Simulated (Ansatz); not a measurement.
# Mg5Zn2Cl14: the cost of one run

Program: Ansatz 0.2.0. Level of theory: DFT PBE, scalar-relativistic, plane waves, PAW. These are calculated values, not measurements.

### Step 1. The system as given

The cell holds 21 atoms (Cl14Mg5Zn2): a = 8.305 Å, b = 8.202 Å, c = 8.228 Å, α = 92.07°, β = 93.84°, γ = 93.03°.

It is the last frame of an earlier stage of the same melt, run at 1150 K.

The coordinates stand in the first input below.

### Step 2. Stage at 640 K

One k point, a Fermi-Dirac width of 0.055 eV and a fixed cell.

The input, input.yaml:

```yaml
crystal:
  lattice:
    - [8.297416, -0.220839, -0.279026]
    - [-0.220839, 8.197783, -0.152445]
    - [-0.279026, -0.152445, 8.221676]
  atoms:
    - { symbol: Zn, position: [0.4507343368, 0.1943807501, 0.6908384314] }
    - { symbol: Zn, position: [0.4868228351, 0.2021104712, 0.1616872755] }
    - { symbol: Cl, position: [0.1198581152, 0.2115858458, 0.1180017297] }
    - { symbol: Cl, position: [0.4523797428, 0.3154572633, 0.940498614] }
    - { symbol: Cl, position: [0.8639383037, 0.1332144256, 0.729755199] }
    - { symbol: Cl, position: [0.6242023333, 0.2493714698, 0.5094094334] }
    - { symbol: Cl, position: [0.8178183042, 0.6226200573, 0.1091047554] }
    - { symbol: Cl, position: [0.1697741808, 0.6463532809, 0.3904421062] }
    - { symbol: Cl, position: [0.1951689278, 0.7391588929, 0.9907121663] }
    - { symbol: Cl, position: [0.7617295967, 0.9907260462, 0.0996363987] }
    - { symbol: Cl, position: [0.5693025843, 0.6755052537, 0.446643918] }
    - { symbol: Cl, position: [0.4018299789, 0.9688780234, 0.2935857526] }
    - { symbol: Cl, position: [0.2578874279, 0.0227850794, 0.6991530869] }
    - { symbol: Cl, position: [0.5197985016, 0.8184466938, 0.8376948654] }
    - { symbol: Cl, position: [0.9615278508, 0.770683565, 0.6584447693] }
    - { symbol: Cl, position: [0.3035293192, 0.4222068865, 0.6652130214] }
    - { symbol: Mg, position: [0.5946514197, 0.7644674404, 0.1891835825] }
    - { symbol: Mg, position: [0.3248225742, 0.6974755145, 0.6535563084] }
    - { symbol: Mg, position: [0.0228702695, 0.9409382082, 0.9085015377] }
    - { symbol: Mg, position: [0.1016401339, 0.5322209248, 0.1403166502] }
    - { symbol: Mg, position: [0.7142565407, 0.885495363, 0.6231235227] }
  symmetry: { detect: false }
basis:
  ecutwfc: 420
  xc_grid: 1
kpoints:
  mp_grid: { grid: [1, 1, 1], shift: [0.0, 0.0, 0.0] }
hamiltonian:
  xc: pbe
scf:
  occupations: { method: fermi_dirac, width: 0.0552 }
  lower_state_search: "off"
  convergence: { dr2_threshold: 1.0e-05 }
output:
  forces: true
  stress: true
md:
  timestep: 3.0
  n_steps: 181
  ensemble: nvt_langevin
  friction: 0.03
  temperature: 640.0
  initial_velocities: maxwell_boltzmann
  seed: 54529
```

On the command line:

```
ansatz run input.yaml --threads 2 --pin off --max-ram 5120MiB --backend cpu --events-out ev --progress --plain --runs-dir out
```

Q: Estimate wall time and peak memory on 2 threads of Intel Xeon Platinum 8488C (Sapphire Rapids), shared host.

About 4.5 min, with a peak of 0.61 GiB.
